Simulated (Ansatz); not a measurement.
# SiNi: the cost of one run

All numbers below are computed with Ansatz 0.2.0 (DFT PBE, scalar-relativistic, plane waves, PAW).

## (1) Starting point

The cell holds 20 atoms (Ni10Si10): a = 6.401 Å, b = 6.413 Å, c = 6.563 Å, α = 89.27°, β = 89.96°, γ = 88.64°.

It is the last frame of an earlier stage of the same melt, run at 2480 K.

Its coordinates follow in the input file.

## (2) A single point on the frame at 2480 K

The electrons keep the Fermi-Dirac width of that temperature.

File input.yaml:

```yaml
crystal:
  lattice:
    - [6.400294, 0.075774, 0.002298]
    - [0.075774, 6.412219, 0.041525]
    - [0.002298, 0.041525, 6.562577]
  atoms:
    - { symbol: Si, position: [0.8374217525, 0.5318048234, 0.237292066] }
    - { symbol: Si, position: [0.4462549877, 0.8288097212, 0.4279201613] }
    - { symbol: Si, position: [0.8302860914, 0.9516863348, 0.9515636649] }
    - { symbol: Si, position: [0.7847195078, 0.5993135288, 0.7608167327] }
    - { symbol: Si, position: [0.3110540867, 0.4568261844, 0.2264586363] }
    - { symbol: Si, position: [0.099371686, 0.0757679342, 0.2339421925] }
    - { symbol: Si, position: [0.1891510602, 0.8840609867, 0.689031119] }
    - { symbol: Si, position: [0.3827082559, 0.3342394564, 0.5572444387] }
    - { symbol: Si, position: [0.617054522, 0.3059141927, 0.0660123328] }
    - { symbol: Si, position: [0.4815058041, 0.8133424078, 0.9004116297] }
    - { symbol: Ni, position: [0.0441788564, 0.7141911538, 0.0876537372] }
    - { symbol: Ni, position: [0.0128740514, 0.1269961692, 0.5815411048] }
    - { symbol: Ni, position: [0.6389830725, 0.3933598553, 0.463151799] }
    - { symbol: Ni, position: [0.667926853, 0.0712200363, 0.6743002684] }
    - { symbol: Ni, position: [0.7559434137, 0.9830158446, 0.303993082] }
    - { symbol: Ni, position: [0.0533911536, 0.5175616222, 0.5482065626] }
    - { symbol: Ni, position: [0.287122085, 0.1120884958, 0.8577037498] }
    - { symbol: Ni, position: [0.4642426555, 0.0182723371, 0.135285596] }
    - { symbol: Ni, position: [0.3683011574, 0.4781529335, 0.8880214279] }
    - { symbol: Ni, position: [0.9597682807, 0.3675622531, 0.9141726272] }
basis:
  ecutwfc: 420
kpoints:
  mp_grid: { grid: [4, 4, 4] }
hamiltonian:
  xc: pbe
scf:
  occupations: { method: fermi_dirac, width: 0.2137 }
output:
  forces: true
  stress: true
  eigenvalues: true
  populations: true
```

The run is started by

```sh
ansatz run input.yaml --threads 2 --pin off --max-ram 5120MiB --backend cpu --events-out ev --progress --plain --runs-dir out
```

Q: Estimate wall time and peak memory on 2 threads of Intel Xeon at 2.70GHz, shared host.

About 1.7 min, with a peak of 1.3 GiB.
